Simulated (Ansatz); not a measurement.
# CH₅ClGeOS: relaxing the structure

Aim: relax CH₅ClGeOS from a cheap starting geometry.

Method: RKS PBE0-D4/def2-TZVP; program: Ansatz 0.2.0, Gaussian basis.

Levels to be run: relaxation at PBE0-D4/def2-TZVP.

1 further run of the same task is left out (set aside as unsound or not needed).

## 1. Where the work starts

SMILES `C[O][GeH]([SH])[Cl]`, 10 atoms, charge 0, spin multiplicity 1.

Atoms are counted from 1 here; the program's logs count them from 0.

Bond lengths: C1–O2 1.416 Å, C1–H6 1.091 Å, C1–H7 1.092 Å, C1–H8 1.093 Å, O2–Ge3 1.747 Å, Ge3–S4 2.229 Å, Ge3–Cl5 2.126 Å, Ge3–H9 1.511 Å, S4–H10 1.325 Å. Angles: O2–C1–H6 106.8°, O2–C1–H7 111.3°, O2–C1–H8 111.2°, H6–C1–H7 109.3°, H6–C1–H8 109.3°, H7–C1–H8 108.9°, C1–O2–Ge3 129.1°, O2–Ge3–S4 110.5°, O2–Ge3–Cl5 110.0°, O2–Ge3–H9 97.8°, S4–Ge3–Cl5 109.2°, S4–Ge3–H9 117.1°, Cl5–Ge3–H9 111.7°, Ge3–S4–H10 94.5°.

Coordinates:

| atom | x (Å) | y (Å) | z (Å) |
| --- | --- | --- | --- |
| C1 | -0.4973 | -1.6672 | 0.1232 |
| O2 | 0.6588 | -0.8675 | -0.0451 |
| Ge3 | 0.8101 | 0.8726 | -0.0028 |
| S4 | -0.6332 | 1.8169 | -1.4142 |
| Cl5 | 0.4336 | 1.5860 | 1.9644 |
| H6 | -0.1752 | -2.7067 | 0.0449 |
| H7 | -0.9550 | -1.5035 | 1.1008 |
| H8 | -1.2372 | -1.4598 | -0.6541 |
| H9 | 2.2762 | 0.9608 | -0.3572 |
| H10 | -0.6808 | 2.9683 | -0.7600 |

The start is a GFN2-xTB geometry.

## 2. Optimising with PBE0-D4/def2-TZVP

Input file in.yaml:

```yaml
crystal:
  periodic: [false, false, false]
  atoms:
    - {symbol: C, position_ang: [-0.497330, -1.667210, 0.123160]}
    - {symbol: O, position_ang: [0.658790, -0.867540, -0.045080]}
    - {symbol: Ge, position_ang: [0.810130, 0.872570, -0.002840]}
    - {symbol: S, position_ang: [-0.633220, 1.816930, -1.414170]}
    - {symbol: Cl, position_ang: [0.433590, 1.586040, 1.964400]}
    - {symbol: H, position_ang: [-0.175230, -2.706720, 0.044940]}
    - {symbol: H, position_ang: [-0.954990, -1.503460, 1.100780]}
    - {symbol: H, position_ang: [-1.237160, -1.459750, -0.654070]}
    - {symbol: H, position_ang: [2.276190, 0.960820, -0.357170]}
    - {symbol: H, position_ang: [-0.680770, 2.968300, -0.759950]}
basis:
  gaussian: {orbitals: def2-TZVP}
hamiltonian: {xc: pbe0, dispersion: d4}
relax: {f_tol: 0.005, max_steps: 150}
```

On the command line:

```bash
> ansatz run in.yaml --threads 2 --pin off --events-out ev --progress --plain --max-ram 22528MiB --backend cuda --devices 0, --max-vram 18GiB
```

**Question.** What will the summary of the whole plan be? Wanted: point group; shift from the start; total energy; dispersion term; dipole moment.

**Answer**, as computed:

| quantity | value |
| --- | --- |
| point group | C1 |
| steps | 26 |
| shift from the start (rms) | 0.393 Å |
| total energy | -83027.9225 eV |
| dispersion term | -238 meV |
| dipole moment | 0.85 D |

In words: The atoms moved 0.39 Å (rms) from the start; the bond that changed most is Ge3–Cl5, from 2.126 to 2.154 Å. No vibrations were run, so it is not proven to be a minimum. The largest Mulliken charge, +0.61 e, sits on Ge3.
